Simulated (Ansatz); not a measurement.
**B3LYP/cc-pVDZ run of C2H7NSi (SMILES C=C[SiH2]N)**

What is the vertical ionisation energy of C2H7NSi at B3LYP/cc-pVDZ? 

Program for the calculation: Ansatz 0.2.0.

62 further runs of the same task are left out: 62 set aside as unsound or not needed.

## 1. Starting point

C2H7NSi has 11 atoms, charge 0, and is taken as a singlet. As SMILES, `C=C[SiH2]N`. Geometry: relaxed at PBE0-D4/def2-TZVP. This is one conformer, not always the lowest.

Bond lengths: C1–C2 1.330 Å, C2–Si3 1.865 Å, Si3–N4 1.715 Å, C1–H5 1.087 Å, C1–H6 1.087 Å, C2–H7 1.091 Å, Si3–H8 1.488 Å, Si3–H9 1.488 Å, N4–H10 1.006 Å, N4–H11 1.006 Å. Some angles: C1–C2–Si3 123.1°, C2–Si3–N4 114.9°, C1–C2–H7 118.1°, Si3–C2–H7 118.8°, C2–C1–H5 122.6°, C2–C1–H6 121.2°, C2–Si3–H8 108.4°, C2–Si3–H9 108.4°, N4–Si3–H8 107.9°, N4–Si3–H9 108.0°.

## 2. The energy at B3LYP/cc-pVDZ

File run.yaml:

```yaml
crystal:
  periodic: [false, false, false]
  atoms:
    - {symbol: C, position_ang: [-0.676100, 1.337000, -0.945000]}
    - {symbol: C, position_ang: [0.089300, 1.208600, 0.135100]}
    - {symbol: Si, position_ang: [0.596500, -0.444500, 0.832600]}
    - {symbol: "N", position_ang: [0.002900, -1.803700, -0.028600]}
    - {symbol: H, position_ang: [-0.967100, 2.304600, -1.344700]}
    - {symbol: H, position_ang: [-1.046800, 0.465600, -1.479100]}
    - {symbol: H, position_ang: [0.433000, 2.116700, 0.631600]}
    - {symbol: H, position_ang: [0.099500, -0.536600, 2.232600]}
    - {symbol: H, position_ang: [2.083200, -0.516700, 0.836000]}
    - {symbol: H, position_ang: [0.404900, -2.086000, -0.906300]}
    - {symbol: H, position_ang: [-0.953800, -2.102100, 0.056300]}
basis:
  gaussian:
    orbitals: cc-pVDZ
hamiltonian:
  xc: {name: B3LYP}
accuracy: high
output: {orbitals: {seedname: orbitals}}
```

Started as:

```
ansatz run run.yaml --threads 1 --pin off --max-ram 3480MiB --events-out events.jsonl --progress --plain --runs-dir runs
```

What it wrote:

```text
Warning: RAYON_NUM_THREADS=1 ignored (pool sized by the plan → 1); use --threads N
Functional definition: B3LYP
  name "B3LYP"
  parameter a0 = 0.2
  parameter ax = 0.72
  parameter ac = 0.81
  exchange = (1 - a0 - ax)*slater_x + ax*b88_x + a0*exact_x
  correlation = (1 - ac)*vwn_rpa_c + ac*lyp_c
2292 factors; integrals over basis functions are off by at most 3.8e-9 eV
mean field evaluation 1: about -11546.5358 eV, gradient 6.6e1 eV
mean field evaluation 2: about -11538.2414 eV, gradient 8.7e1 eV
mean field evaluation 4: about -11556.0110 eV, gradient 4.6e0 eV
mean field evaluation 8: about -11556.2390 eV, gradient 1.1e-1 eV
mean field evaluation 16: about -11556.2391 eV, gradient 4.2e-6 eV
mean field -11556.23906513 eV, -424.6839525432 hartree, gradient 7.0e-8 eV, S^2 0.000000; 0 other end points of the search recorded, 0 dependent functions left out
reference -11556.23910932 eV, -424.6839541674 hartree; 20, 20 occupied and 75, 75 virtual orbitals, 2292 factors
Total energy: -11556.23910932 eV, -424.6839541674 hartree
```

It took 8.4 s on 1 thread of Arm Neoverse V2, shared host; peak memory 0.34 GiB.

## 3. The doublet cation, same level

File in.yaml:

```yaml
crystal:
  periodic: [false, false, false]
  atoms:
    - symbol: C
      position_ang: [-0.676100, 1.337000, -0.945000]
    - symbol: C
      position_ang: [0.089300, 1.208600, 0.135100]
    - symbol: Si
      position_ang: [0.596500, -0.444500, 0.832600]
    - symbol: N
      position_ang: [0.002900, -1.803700, -0.028600]
    - symbol: H
      position_ang: [-0.967100, 2.304600, -1.344700]
    - symbol: H
      position_ang: [-1.046800, 0.465600, -1.479100]
    - symbol: H
      position_ang: [0.433000, 2.116700, 0.631600]
    - symbol: H
      position_ang: [0.099500, -0.536600, 2.232600]
    - symbol: H
      position_ang: [2.083200, -0.516700, 0.836000]
    - symbol: H
      position_ang: [0.404900, -2.086000, -0.906300]
    - symbol: H
      position_ang: [-0.953800, -2.102100, 0.056300]
basis:
  gaussian:
    orbitals: cc-pVDZ
magnetization:
  spin_polarized: true
  initial_magnetization: 1
hamiltonian:
  xc: {name: B3LYP}
total_charge: 1
accuracy: high
output:
  orbitals: {seedname: orbitals}
```

Started as:

```
ansatz run in.yaml --threads 1 --pin off --max-ram 3480MiB --events-out events.jsonl --progress --plain --runs-dir runs
```

What it wrote, shortened:

```text
Warning: RAYON_NUM_THREADS=1 ignored (pool sized by the plan → 1); use --threads N
[... 7 set-up lines as earlier in the session ...]
2292 factors; integrals over basis functions are off by at most 3.8e-9 eV
mean field evaluation 1: about -11526.9787 eV, gradient 6.3e1 eV
mean field evaluation 2: about -11483.0382 eV, gradient 1.0e2 eV
mean field evaluation 4: about -11541.9933 eV, gradient 2.9e1 eV
mean field evaluation 8: about -11546.7604 eV, gradient 1.2e0 eV
mean field evaluation 16: about -11546.9535 eV, gradient 1.7e-1 eV
mean field evaluation 32: about -11546.9498 eV, gradient 4.6e-1 eV
mean field -11546.96702339 eV, -424.3432112944 hartree, gradient 2.5e-8 eV, S^2 0.757637; 3 other end points of the search recorded, 0 dependent functions left out
reference -11546.96706556 eV, -424.3432128439 hartree; 20, 19 occupied and 75, 76 virtual orbitals, 2292 factors
Total energy: -11546.96706556 eV, -424.3432128439 hartree
```

Wall time 27 s (1 thread of Arm Neoverse V2, shared host); peak memory 0.47 GiB.

## 4. Outcome

At B3LYP/cc-pVDZ:

| quantity | value |
| --- | --- |
| singlet C2H7NSi: total energy | -424.68395 Eh |
| singlet C2H7NSi: HOMO energy | -6.80 eV |
| singlet C2H7NSi: LUMO energy | -0.09 eV |
| singlet C2H7NSi: HOMO–LUMO gap | 6.71 eV |
| doublet cation: total energy | -424.34321 Eh |
| doublet cation: HOMO energy (highest over α and β) | -12.85 eV |
| doublet cation: LUMO energy (lowest over α and β) | -11.62 eV |
| doublet cation: ⟨S²⟩ | 0.758 |
| vertical ionisation energy (to the doublet cation) | 9.272 eV |

The vertical ionisation energy comes to 9.27 eV (214 kcal/mol). −ε(HOMO) before ionisation, 6.80 eV, is 2.47 eV below this ionisation energy.
